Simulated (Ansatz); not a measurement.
# Cd4Sb2O: the cost of one run

Program: Ansatz 0.2.0. Level of theory: DFT PBE, scalar-relativistic, plane waves, PAW, unless a step names another level. These are calculated values, not measurements.

12 further runs of the same task are left out: 4 that didn't finish, 8 set aside as unsound or not needed.

### Step 1. What the formula suggests

Pauling electronegativities: Cd 1.69, Sb 2.05, O 3.44 (spread 1.75). The formula balances with common oxidation states: Cd +2, O -2, Sb -3. Tabulated atomic sizes suggest about 22 Å³/atom. 24 candidates were drawn, by swapping species into database cells of other compounds, at random by space group and Wyckoff sites, or by hand, as the table says:

```
name                                                 made from  space group no.                       Wyckoff sites  atoms (primitive cell)  V (Å³/atom)
 c01                                                    random              139                  Cd 8i; Sb 4c; O 2b                       7         24.3
 c02                          built by hand: anti-Nd2CuO4 (T')              139              Cd 4d, 4c; Sb 4e; O 2a                       7         22.5
 c03                                 database cell of MnBi2Te4              166              Cd 6c, 6c; Sb 6c; O 3a                       7         24.9
 c04                                                    random              160          Cd 3a, 9b; Sb 3a, 3a; O 3a                       7         26.1
 c05                                                    random              183          Cd 2b, 2b; Sb 1a, 1a; O 1a                       7         29.1
 c06                                   database cell of Y2CuO4              139              Cd 4c, 4d; Sb 4e; O 2a                       7         21.7
 c07                      built by hand: anti-K2NiF4 (Ca4Sb2O)              139              Cd 4c, 4e; Sb 4e; O 2a                       7         22.5
 c08  built by hand: tilted anti-K2NiF4 (orthorhombic La2CuO4)               64              Cd 8e, 8f; Sb 8f; O 4a                      14         22.6
 c09                                                    random               99                  Cd 4f; Sb 2c; O 1b                       7         27.8
 c10                                                    random              139                  Cd 8j; Sb 4c; O 2b                       7         23.2
 c11                                 database cell of NaNb2Se4              156  Cd 1c, 1c, 1c, 1c; Sb 1b, 1a; O 1a                       7         23.2
 c12                                  database cell of YTi2Ga4              139                  Cd 8h; Sb 4d; O 2a                       7         22.9
 c13                                  database cell of BaP4Pd2              139                  Cd 8j; Sb 4d; O 2a                       7         22.5
 c14                                                    random              164              Cd 3f, 1b; Sb 2d; O 1a                       7         23.9
 c15                                  database cell of BaNi2P4               71              Cd 4h, 4j; Sb 4f; O 2a                       7         21.2
 c16                                                    random              123              Cd 4o; Sb 1b, 1a; O 1d                       7         28.4
 c17                                 database cell of BaAl2Te4               97                  Cd 8j; Sb 4c; O 2a                       7         29.0
 c18                                                    random              123                  Cd 4m; Sb 2g; O 1d                       7         28.8
 c19        built by hand: layered ordered defect antifluorite              119          Cd 4f, 2d, 2c; Sb 4e; O 2a                       7         22.5
 c20                                                    random              191                  Cd 4h; Sb 2d; O 1b                       7         28.9
 c21                                 database cell of PrRe4Si2               65              Cd 4j, 4i; Sb 4j; O 2a                       7         22.5
 c22                                                    random              166              Cd 9e, 3a; Sb 6c; O 3b                       7         27.0
 c23                                   database cell of K2ZnF4              139              Cd 4c, 4e; Sb 4e; O 2a                       7         19.1
 c24                                                    random              187          Cd 3j, 1d; Sb 1e, 1c; O 1a                       7         24.4
```

### Step 2. Screening run of c03

Contents of input.yaml:

```yaml
crystal:
  lattice:
    - [2.00284775, 1.15634469, 12.52843186]
    - [-2.00284775, 1.15634469, 12.52843186]
    - [0.0, -2.31268937, 12.52843186]
  atoms:
    - { symbol: Cd, position: [0.86704499, 0.86704499, 0.86704499] }
    - { symbol: Cd, position: [0.13295501, 0.13295501, 0.13295501] }
    - { symbol: Cd, position: [0.70398003, 0.70398003, 0.70398003] }
    - { symbol: Cd, position: [0.29601997, 0.29601997, 0.29601997] }
    - { symbol: Sb, position: [0.57669097, 0.57669097, 0.57669097] }
    - { symbol: Sb, position: [0.42330903, 0.42330903, 0.42330903] }
    - { symbol: O, position: [0.0, 0.0, 0.0] }
basis:
  ecutwfc: 420
kpoints:
  mp_grid: { grid: [4, 4, 4] }
hamiltonian:
  xc: pbe
scf:
  occupations: { method: gaussian, width: 0.15 }
  lower_state_search: "off"
output:
  forces: true
  stress: true
  eigenvalues: true
relax:
  adjacent_minimum: "off"
  f_tol: 0.08
  max_steps: 16
  cell: { stress_tol: 0.8 }
```

On the command line:

```bash
$ ansatz run input.yaml --threads 1 --pin off --max-ram 2560MiB --backend cpu --events-out ev --progress --plain --runs-dir out
```

**Question.** How long does this run take on 1 thread of Arm Neoverse V2, shared host, and how much memory does it need?

About 72 s, with a peak of 0.49 GiB.
